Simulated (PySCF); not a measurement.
# [Pb(H2O)6]4+: other functionals and bases at one geometry

An exercise on one series of results from a longer session: the logs are not shown, and one member is left open.

Program: PySCF 2.14.0. Level of theory: several levels, as the steps say, no spin–orbit coupling. These are calculated values, not measurements.

1 further run of the same task is left out (for a known fault of the program). Runs told in other sessions of the task aren't counted.

## Where the work starts

19 atoms, charge 4, spin multiplicity 1.

Bond lengths: Pb1–O2 2.218 Å, Pb1–O5 2.218 Å, Pb1–O8 2.218 Å, Pb1–O11 2.218 Å, Pb1–O14 2.218 Å, Pb1–O17 2.218 Å, O2–H3 0.990 Å, O2–H4 0.990 Å, O5–H6 0.990 Å, O5–H7 0.990 Å, O8–H9 0.990 Å, O8–H10 0.990 Å, O11–H12 0.990 Å, O11–H13 0.990 Å, O14–H15 0.990 Å, O14–H16 0.990 Å, O17–H18 0.990 Å, O17–H19 0.990 Å. Angles: O2–Pb1–O5 180.0°, O2–Pb1–O8 90.0°, O2–Pb1–O11 90.0°, O2–Pb1–O14 90.0°, O2–Pb1–O17 90.0°, O5–Pb1–O8 90.0°, O5–Pb1–O11 90.0°, O5–Pb1–O14 90.0°, O5–Pb1–O17 90.0°, O8–Pb1–O11 90.0°, O8–Pb1–O14 180.0°, O8–Pb1–O17 90.0°, O11–Pb1–O14 90.0°, O11–Pb1–O17 180.0°, O14–Pb1–O17 90.0°, Pb1–O2–H3 125.9°, Pb1–O2–H4 125.9°, H3–O2–H4 108.2° and more.

Geometry (Å):

```xyz
19

Pb    0.0000    0.0000    0.0000
O     0.0000    0.0000    2.2175
H     0.8017   -0.0068    2.7981
H    -0.8017    0.0068    2.7981
O     0.0000    0.0000   -2.2175
H     0.8017    0.0068   -2.7981
H    -0.8017   -0.0068   -2.7981
O     2.2175    0.0000    0.0000
H     2.7981   -0.8017   -0.0014
H     2.7981    0.8017    0.0014
O     0.0000    2.2176    0.0000
H     0.0074    2.7982    0.8018
H    -0.0074    2.7982   -0.8018
O    -2.2175    0.0000    0.0000
H    -2.7981    0.8017   -0.0014
H    -2.7981   -0.8017    0.0014
O     0.0000   -2.2176    0.0000
H    -0.0074   -2.7982    0.8018
H     0.0074   -2.7982   -0.8018
```

Formal oxidation states: Pb +4. An earlier session relaxed this geometry at PBE0, Pb def2-SVP with ECP60, O def2-SVP, H def2-SVP (singlet, point group Th).

At PBE0 on the finer grid: E = -648.669365 Eh, HOMO -28.65 eV, LUMO -23.69 eV, Mulliken charge on Pb1 +1.52 e, largest force component 0.011 eV/Å. 

Levels to run: M06-L; BP86; PBE0, TZVP. Hardware: 4 threads of Intel Xeon Platinum 8488C (Sapphire Rapids), shared host.

Set-up of the first run:

Contents of run.py (the lines that set the calculation):

```python
mol = gto.M(atom='''
Pb     0.00000     0.00000     0.00000
O      0.00000     0.00000     2.21754
H      0.80170    -0.00679     2.79808
H     -0.80170     0.00679     2.79808
O      0.00000     0.00000    -2.21754
H      0.80170     0.00679    -2.79808
H     -0.80170    -0.00679    -2.79808
O      2.21752     0.00000     0.00000
H      2.79807    -0.80174    -0.00143
H      2.79807     0.80174     0.00143
O      0.00000     2.21758     0.00000
H      0.00736     2.79816     0.80176
H     -0.00736     2.79816    -0.80176
O     -2.21752     0.00000     0.00000
H     -2.79807     0.80174    -0.00143
H     -2.79807    -0.80174     0.00143
O      0.00000    -2.21758     0.00000
H     -0.00736    -2.79816     0.80176
H      0.00736    -2.79816    -0.80176''',
    basis={'Pb': 'def2-SVP', 'O': 'def2-SVP', 'H': 'def2-SVP'},
    ecp={'Pb': 'def2-SVP'},
    charge=4, spin=0)
mf = dft.RKS(mol, xc='M06L')
mf.grids.atom_grid = (75, 302)
mf = mf.density_fit()  # fitting sets: Pb def2-universal-JKFIT, O def2-universal-JKFIT, H def2-universal-JKFIT
mf.conv_tol = 1e-08; mf.max_cycle = 55
mf.kernel(dm0)  # dm0: the density of the relaxed state
```

Command:

```console
$ OMP_NUM_THREADS=4 python run.py
```

Among the steps run: M06-L; BP86; PBE0, TZVP.

One table of the session follows, with a row left open; its other results are not shown here.

```
              level  HOMO (eV)  gap (eV)  charge on Pb1 (e)  largest force component (eV/Å)
PBE0 (relaxed here)     -28.65      4.96               1.52                            0.01
              M06-L          ?         ?                  ?                               ?
               BP86     -26.73      2.21               1.28                            0.42
         PBE0, TZVP     -28.64      5.05               1.76                            0.18
```

Q: Estimate the row for M06-L from the others.

As computed: HOMO (eV): -27.19; gap (eV): 2.77; charge on Pb1 (e): 1.71; largest force component (eV/Å): 0.23. In the column «HOMO (eV)» it lies between PBE0, TZVP (-28.64) and BP86 (-26.73).

In one basis the HOMO–LUMO gap runs from 2.21 eV (BP86) to 4.96 eV (PBE0). The largest leftover force, 0.42 eV/Å with BP86, stands at a geometry relaxed at another level. Total energies of different levels can't be compared.
